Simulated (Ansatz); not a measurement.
# C₃H₇Ga: small, medium and large basis sets

The task here is to estimate one member of a computed series from the others.

Computed with Ansatz 0.2.0, Gaussian basis. Level: one geometry, several basis sets.

The runs, in order: PBE0-D4/def2-SVP; ωB97M-V/def2-SVP; PBE0-D4/def2-QZVPP; ωB97M-V/def2-QZVPP; the functionals' def2-TZVPP values are taken from earlier runs.

## Structure used throughout

All runs share one geometry, relaxed beforehand with PBE0-D4 in a triple-zeta def2 set.

SMILES `C=C[CH2][GaH2]`, 11 atoms, charge 0, spin multiplicity 1.

Atoms are counted from 1 here; the program's logs count them from 0.

Bond lengths: C1–C2 1.354 Å, C1–H5 1.082 Å, C1–H6 1.085 Å, C2–C3 1.464 Å, C2–H7 1.089 Å, C3–Ga4 2.025 Å, C3–H8 1.087 Å, C3–H9 1.084 Å, Ga4–H10 1.561 Å, Ga4–H11 1.561 Å. Angles: C2–C1–H5 120.9°, C2–C1–H6 121.6°, H5–C1–H6 117.3°, C1–C2–C3 125.1°, C1–C2–H7 117.2°, C3–C2–H7 116.4°, C2–C3–Ga4 80.5°, C2–C3–H8 115.6°, C2–C3–H9 115.2°, Ga4–C3–H8 108.7°, Ga4–C3–H9 119.9°, H8–C3–H9 113.2°, C3–Ga4–H10 119.7°, C3–Ga4–H11 113.9°, H10–Ga4–H11 126.4°.

Set-up of the first run:

Input file in.yaml:

```yaml
crystal:
  periodic: [false, false, false]
  atoms:
    - {symbol: C, position_ang: [-0.642713, 1.292495, -0.177310]}
    - {symbol: C, position_ang: [-0.898632, -0.030427, -0.045515]}
    - {symbol: C, position_ang: [-0.188457, -0.940462, 0.854755]}
    - {symbol: Ga, position_ang: [1.316604, -0.494937, -0.424857]}
    - {symbol: H, position_ang: [-1.110048, 1.873790, -0.961523]}
    - {symbol: H, position_ang: [-0.040573, 1.829978, 0.547984]}
    - {symbol: H, position_ang: [-1.532590, -0.492198, -0.800523]}
    - {symbol: H, position_ang: [0.055882, -0.536045, 1.834074]}
    - {symbol: H, position_ang: [-0.582098, -1.949584, 0.896358]}
    - {symbol: H, position_ang: [1.338740, -1.136905, -1.847838]}
    - {symbol: H, position_ang: [2.349185, 0.527295, 0.145097]}
basis:
  gaussian: {orbitals: def2-SVP}
hamiltonian: {xc: pbe0, dispersion: d4}
output: {orbitals: {seedname: orbitals}}
```

Command:

```
ansatz run in.yaml --threads 4 --pin off --events-out ev --progress --plain --max-ram 10444MiB
```

Among the steps run: PBE0-D4 in def2-SVP; ωB97M-V in def2-SVP; PBE0-D4 in def2-QZVPP; ωB97M-V in def2-QZVPP.

One of the session's tables, all rows but one given; the rest of the session is left out.

It belongs to the step «Functionals by basis». 

```
functional       basis  HOMO (eV)
   PBE0-D4    def2-SVP      -6.76
   PBE0-D4  def2-TZVPP      -6.77
   PBE0-D4  def2-QZVPP      -6.77
   ωB97M-V    def2-SVP          ?
   ωB97M-V  def2-TZVPP      -8.84
   ωB97M-V  def2-QZVPP      -8.84
```

Estimate the missing values for ωB97M-V, def2-SVP.

The run gave: HOMO (eV): -8.83. In the column «HOMO (eV)» it lies between ωB97M-V, def2-QZVPP (-8.84) and PBE0-D4, def2-TZVPP (-6.77).
